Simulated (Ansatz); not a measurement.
I need a rigid scan of one bond length of C2H3BN, SMILES C[B]C#N. Use Ansatz's Python interface. Use (for the species named): r2scan0, cc-pVDZ basis, multiplicity 2.

```yaml
atoms:
  - { symbol: C, position_ang: [-0.5393, 0.6569, -0.3342] }
  - { symbol: B, position_ang: [-0.4186, -0.8304, 0.0432] }
  - { symbol: C, position_ang: [0.8874, -1.3508, 0.5773] }
  - { symbol: N, position_ang: [2.0006, -1.7369, 0.9999] }
  - { symbol: H, position_ang: [-0.8516, 0.7713, -1.4380] }
  - { symbol: H, position_ang: [-1.3997, 1.1626, 0.2639] }
  - { symbol: H, position_ang: [0.3824, 1.2594, -0.1579] }
```

`scan_c2h3bn.py`:
```python
# -*- coding: utf-8 -*-
'''Stretching a bond of C2H3BN, the rest held rigid.'''

import ansatz as az
from ase import Atoms
import numpy as np


def main():
    atoms = Atoms(['C', 'B', 'C', 'N', 'H', 'H', 'H'], positions=[
        (-0.5393, 0.6569, -0.3342),
        (-0.4186, -0.8304, 0.0432),
        (0.8874, -1.3508, 0.5773),
        (2.0006, -1.7369, 0.9999),
        (-0.8516, 0.7713, -1.438),
        (-1.3997, 1.1626, 0.2639),
        (0.3824, 1.2594, -0.1579),
    ])
    system = az.Crystal.molecule_from_ase(atoms)

    symbols = [site.symbol for site in system.cartesian_sites]
    start = np.array([site.position_ang for site in system.cartesian_sites])
    axis = (start[3] - start[2]) / np.linalg.norm(start[3] - start[2])
    moving = [3]
    lengths, energies = [1.06, 1.15, 1.25, 1.38, 1.56, 1.88, 2.25, 2.75], []
    for length in lengths:
        xyz = start.copy()
        xyz[moving] += (length - np.linalg.norm(start[3] - start[2])) * axis
        point = az.Crystal.molecule()
        for symbol, place in zip(symbols, xyz):
            point = point.atom(symbol, place.tolist())
        model = (
            point.calculation()
            .basis(gaussian='cc-pVDZ')
            .functional('r2scan0')
            .spin('collinear', total=1)
        )
        summary = model.run(threads=1, backend='cpu').report
        energies.append(summary['free_energy_ev'])
        print(f'r = {length:6.3f} A  E = {energies[-1]:.5f} eV  <S^2> = {abs(summary["mean_field"]["state"]["spin_squared"]):.3f}')

    print('energy above the lowest point (eV):', [round(e - min(energies), 3) for e in energies])


if __name__ == '__main__':
    main()
```

```console
$ python scan_c2h3bn.py
r =  1.060 A  E = -4282.93021 eV  <S^2> = 0.754
r =  1.150 A  E = -4283.73734 eV  <S^2> = 0.757
r =  1.250 A  E = -4283.37246 eV  <S^2> = 0.768
r =  1.380 A  E = -4281.97734 eV  <S^2> = 0.952
r =  1.560 A  E = -4279.94580 eV  <S^2> = 1.618
r =  1.880 A  E = -4277.41035 eV  <S^2> = 2.242
r =  2.250 A  E = -4276.12507 eV  <S^2> = 2.799
r =  2.750 A  E = -4275.87937 eV  <S^2> = 2.846
energy above the lowest point (eV): [0.807, 0.0, 0.365, 1.76, 3.792, 6.327, 7.612, 7.858]
```

Caveats:
- Total energies depend on the basis set; only differences at equal settings carry meaning.
- The rest of the molecule is held rigid at a force-field or estimated start geometry, and the basis set is modest; single-reference methods fail as a bond breaks.
- The run takes the species as open-shell (spin multiplicity 2), which needn't be its ground state.
- The expectation value of S² is noticeably off S(S+1) in at least one run, so that state is spin-contaminated.
- The whole script took 2.4 min on 1 thread of Arm Neoverse V1 (shared host), peak memory 0.29 GiB.
